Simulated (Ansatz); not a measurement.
# ClF2H3SSi2: up Jacob's ladder to CCSD(T)

Aim: compute ClF2H3SSi2 with functionals from several rungs and with coupled cluster, and see how far each lands from CCSD(T) at the basis-set limit for the atomisation energy.

The runs use Ansatz 0.2.0, Gaussian basis; functionals in def2-TZVPP, the program's frozen cores in correlated methods.

Levels to be run: LDA (SPW92), PBE-D4, revPBE-D4, BLYP-D4, r2SCAN-D4, B97M-V, PBE0-D4, B3LYP-D4, r2SCANh-D4, r2SCAN0-D4, HSE06-D4, BHLYP-D4, CAM-B3LYP-D4, LC-ωPBE, ωB97X-V, ωB97M-V, B2PLYP, PBE-QIDH; CCSD(T)/def2-SVP; CCSD(T)/def2-TZVPP; MP2/def2-QZVPP; extrapolation to the limit; RPA on PBE.

## Step 1: Structure used throughout

All runs share one geometry, relaxed beforehand with PBE0-D4 in a triple-zeta def2 set.

SMILES `F[SiH](F)S[SiH2]Cl`, 9 atoms, charge 0, spin multiplicity 1.

Atoms are counted from 1 here; the program's logs count them from 0.

Bond lengths: F1–Si2 1.584 Å, Si2–F3 1.584 Å, Si2–S4 2.106 Å, Si2–H7 1.470 Å, S4–Si5 2.140 Å, Si5–Cl6 2.043 Å, Si5–H8 1.476 Å, Si5–H9 1.477 Å. Angles: F1–Si2–F3 105.8°, F1–Si2–S4 110.8°, F1–Si2–H7 110.0°, F3–Si2–S4 111.2°, F3–Si2–H7 109.0°, S4–Si2–H7 109.9°, Si2–S4–Si5 98.7°, S4–Si5–Cl6 111.5°, S4–Si5–H8 106.0°, S4–Si5–H9 110.1°, Cl6–Si5–H8 108.3°, Cl6–Si5–H9 108.4°, H8–Si5–H9 112.6°.

## Step 2: LDA

This LDA is Slater exchange with PW92 correlation.

in.yaml

```yaml
crystal:
  periodic: [false, false, false]
  atoms:
    - {symbol: F, position_ang: [-1.896867, -0.650891, -0.058676]}
    - {symbol: Si, position_ang: [-0.612621, -1.369628, -0.645423]}
    - {symbol: F, position_ang: [-0.072751, -2.304542, 0.513753]}
    - {symbol: S, position_ang: [0.839093, 0.043064, -1.221527]}
    - {symbol: Si, position_ang: [0.796001, 1.281778, 0.523113]}
    - {symbol: Cl, position_ang: [-0.543331, 2.811830, 0.321981]}
    - {symbol: H, position_ang: [-0.985047, -2.201397, -1.798203]}
    - {symbol: H, position_ang: [2.148086, 1.862554, 0.642930]}
    - {symbol: H, position_ang: [0.415937, 0.480931, 1.704950]}
basis:
  gaussian: {orbitals: def2-TZVPP}
hamiltonian: {xc: lda}
output: {orbitals: {seedname: orbitals}}
```

Further steps of the session: PBE-D4 (GGA); revPBE-D4 (GGA); BLYP-D4 (GGA); r2SCAN-D4 (meta-GGA); B97M-V (meta-GGA); PBE0-D4 (hybrid); B3LYP-D4 (hybrid); r2SCANh-D4 (hybrid); r2SCAN0-D4 (hybrid); HSE06-D4 (hybrid); BHLYP-D4 (hybrid); CAM-B3LYP-D4 (range-separated); LC-ωPBE-D4 (range-separated); ωB97X-V (range-separated); ωB97M-V (range-separated); B2PLYP (double hybrid); PBE-QIDH (double hybrid); CCSD(T) in def2-SVP; CCSD(T) in def2-TZVPP; MP2 in def2-QZVPP; RPA on PBE orbitals.

Q: Predict the results of all the runs planned. Wanted: atomisation energy, CCSD(T)/CBS; farthest beyond LDA; mean size of error, GGA; mean size of error, meta-GGA; mean size of error, hybrid; mean size of error, range-separated; mean size of error, double hybrid; gap, smallest and largest; T1 diagnostic.

**Answer**, as computed:

| quantity | value |
| --- | --- |
| atomisation energy, CCSD(T)/CBS | 3234.6 kJ/mol |
| functionals within 16.2 kJ/mol (0.5 %) | PBE-D4, r2SCAN-D4, B97M-V, ωB97X-V, ωB97M-V |
| farthest beyond LDA | BHLYP-D4 (-126.5 kJ/mol) |
| mean size of error, GGA | 51.3 kJ/mol |
| mean size of error, meta-GGA | 6.7 kJ/mol |
| mean size of error, hybrid | 62.6 kJ/mol |
| mean size of error, range-separated | 24.8 kJ/mol |
| mean size of error, double hybrid | 62.2 kJ/mol |
| gap, smallest and largest | 5.77 eV (LDA (SPW92)), 13.02 eV (LC-ωPBE) |
| T1 diagnostic | 0.0114 |
| triples share of the correlation energy | 3.6 % |

What this shows: LDA overbinds by 408.2 kJ/mol (13 %). PBE-D4 is off by -5.2 kJ/mol. Double hybrids carry the basis error of their MP2 part in triple zeta, and no dispersion term here, so their miss is partly the set-up's. By mean error the best rung here is meta-GGA (6.7 kJ/mol) and the worst beyond LDA is hybrid (62.6 kJ/mol). The mean of the hybrids holds BHLYP, with half exact exchange. The reference freezes the cores and leaves out relativity and excitations past (T), so misses under about 16.2 kJ/mol can't be ranked. Hartree-Fock recovers 74 % of the binding; the rest is correlation. CCSD(T) in def2-SVP is off by -320.8 kJ/mol, which most functionals beat. The gap grows from 5.8 to 13.0 eV across the functionals, mostly with the share of exact exchange.
